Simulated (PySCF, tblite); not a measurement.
**C₆H₁₁O₂P: geometry, infrared bands and NMR shifts**

Wanted: the infrared bands and NMR shifts of C₆H₁₁O₂P (`COC(=O)P(C)C1CC1`), by calculation.

The runs use tblite 0.8.0 and PySCF 2.14.0, with density-fitted response routines of our own; the level of theory stands in each step. All values are computed, except where a source is named. Atoms count from 0, in the outputs and in this text.

### 1 Starting geometry

20 atoms, charge 0, multiplicity 1; geometry from: force field or distance geometry start.

Bonds of the start (Å): C0–O1 1.41, O1–C2 1.37, C2–O3 1.23, C2–P4 1.83, P4–C5 1.82, P4–C6 1.83, C6–C7 1.51, C7–C8 1.51, C8–C6 1.50, C0–H9 1.10, C0–H10 1.10, C0–H11 1.09, C5–H12 1.10, C5–H13 1.09, C5–H14 1.10, C6–H15 1.09, C7–H16 1.08, C7–H17 1.07, C8–H18 1.08, C8–H19 1.09.

### 2 Geometry optimisation with GFN2-xTB

The job: settings as JSON, then the geometry in Å.

```
{"job": {"kind": "relax", "xc": "GFN2-xTB", "basis": "xTB"}, "charge": 0, "multiplicity": 1}
C     -2.721200    -0.295800    -1.867100
O     -1.421000     0.017100    -1.411000
C     -1.381600     0.627300    -0.188300
O     -2.368800     0.926600     0.474700
P      0.256800     1.079500     0.487100
C     -0.083200     0.913600     2.270600
C      1.186600    -0.470300     0.175600
C      2.683200    -0.436600     0.377200
C      2.105200    -0.524100    -1.011600
H     -3.234100    -0.983200    -1.174000
H     -3.318700     0.621200    -1.993900
H     -2.643300    -0.785200    -2.838400
H     -0.544900    -0.047100     2.522800
H     -0.741800     1.708900     2.614800
H      0.850000     1.001400     2.844100
H      0.667000    -1.388300     0.460600
H      3.155800    -1.325400     0.776800
H      3.162700     0.477800     0.662700
H      2.185200    -1.458400    -1.539800
H      2.201100     0.351600    -1.645800
```

On the command line:

```
OMP_NUM_THREADS=1 python probes_run.py task.json out
```

This one command runs all jobs of the session in turn.

**Question.** This job is followed by: GFN2-xTB harmonic vibrations, gas phase; GIAO PBE0/pcSseg-1 NMR shielding, non-relativistic, gas phase. What will the session give for the following? strongest single infrared mode (GFN2-xTB); zero-point energy (GFN2-xTB); ¹³C shifts against TMS (PBE0/pcSseg-1, means over atoms taken as alike); ¹H shifts against TMS (PBE0/pcSseg-1, means over atoms taken as alike); ¹⁷O shifts against H2O (PBE0/pcSseg-1); ³¹P shifts against H3PO4 (PBE0/pcSseg-1).

As calculated:

```
                                                               quantity                             value
                              strongest single infrared mode (GFN2-xTB)             1751 cm⁻¹, 411 km/mol
                                           zero-point energy (GFN2-xTB)                     99.4 kcal/mol
¹³C shifts against TMS (PBE0/pcSseg-1, means over atoms taken as alike)  190.5, 53.5, 15.0, 12.9, 6.8 ppm
 ¹H shifts against TMS (PBE0/pcSseg-1, means over atoms taken as alike)  3.93, 1.39, 0.87, 0.81, 0.46 ppm
                                 ¹⁷O shifts against H2O (PBE0/pcSseg-1)                  465.4, 200.5 ppm
                               ³¹P shifts against H3PO4 (PBE0/pcSseg-1)                         -30.2 ppm
```

Relaxing lowered the energy by 0.172 eV in 69 steps; the close pair that moved most is O1–C2, from 1.367 to 1.330 Å. No mode is imaginary among the 54: a minimum at this level. The strongest single mode, at 1751 cm⁻¹, moves mainly C2 and O3. Unscaled tight-binding wavenumbers are off by several per cent, some by more. Its intensities can rank the bands wrongly. H9, H10, H11 (mean) (hydrogen on a methyl carbon bonded to O) lies farthest downfield among hydrogen, at 3.93 ppm; its carbon carries O, hence the downfield position. At PBE0/pcSseg-1: Shielding is most anisotropic at O3 (span 769 ppm, paramagnetic term -532 ppm).
